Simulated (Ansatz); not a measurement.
BH₄PSSe, SMILES BP(S)[SeH]: vertical energies of changing the electron count, run with the Ansatz DFT code, driven from Python.

`run_ip.py`:
```python
'''Removing and adding an electron on BH4PSSe at fixed geometry.'''

import ansatz as az
from ase import Atoms

BASIS = 'def2-SVPD'
XC = 'PBE'


def single_point(molecule, charge=0, unpaired=0):
    calc = molecule.calculation().basis(gaussian=BASIS).functional(XC)
    if charge:
        calc = calc.charge(charge)
    if unpaired:
        calc = calc.spin('collinear', total=unpaired)
    return calc.run(threads=1).report['free_energy_ev']

atoms = Atoms(['B', 'P', 'S', 'Se', 'H', 'H', 'H', 'H'], positions=[
    (-1.1836, 1.0859, 0.2867),
    (0.1463, 0.3411, -0.8186),
    (1.5812, 0.3385, 0.7538),
    (-0.461, -1.7932, -0.4318),
    (-1.8602, 2.0322, -0.1573),
    (-1.4523, 0.7253, 1.3553),
    (2.5276, -0.4558, 0.0219),
    (0.7942, -2.3311, -1.0658),
])
mol = az.Crystal.molecule_from_ase(atoms)

# total-energy differences at one geometry
parent = single_point(mol, 0, 0)
cation = single_point(mol, 1, 1)
print(f'E(N)   = {parent:.5f} eV')
print(f'E(N-1) = {cation:.5f} eV  (1 unpaired)')
print(f'vertical ionisation energy {cation - parent:.3f} eV')
anion = single_point(mol, -1, 1)
print(f'E(N+1) = {anion:.5f} eV  (1 unpaired)')
print(f'vertical electron affinity {parent - anion:.3f} eV' + ('' if anion < parent else ' (unbound in this basis)'))
print(f'fundamental gap IP - EA = {cation + anion - 2 * parent:.3f} eV')
```

What does it cost to change the electron count at this fixed geometry?

At this unrelaxed geometry removing an electron costs 8.33 eV and adding one releases 1.63 eV.

The output:

```console
$ python run_ip.py
E(N)   = -86179.94754 eV
E(N-1) = -86171.61500 eV  (1 unpaired)
vertical ionisation energy 8.333 eV
E(N+1) = -86181.57603 eV  (1 unpaired)
vertical electron affinity 1.628 eV
fundamental gap IP - EA = 6.704 eV
```

Reading the output:
- These settings explore the input space; basis and method may be short of convergence.
- The geometry is a force-field or estimated start, not a minimum of this method, and the basis set is short of its limit. All parts are taken at fixed geometry, without zero-point energy. At an unrelaxed start these energies can be a whole eV from those at the minimum, and a small affinity can change sign.
- It ran for 38 s on 1 thread of Arm Neoverse V2, on a shared host, peak memory 0.38 GiB.
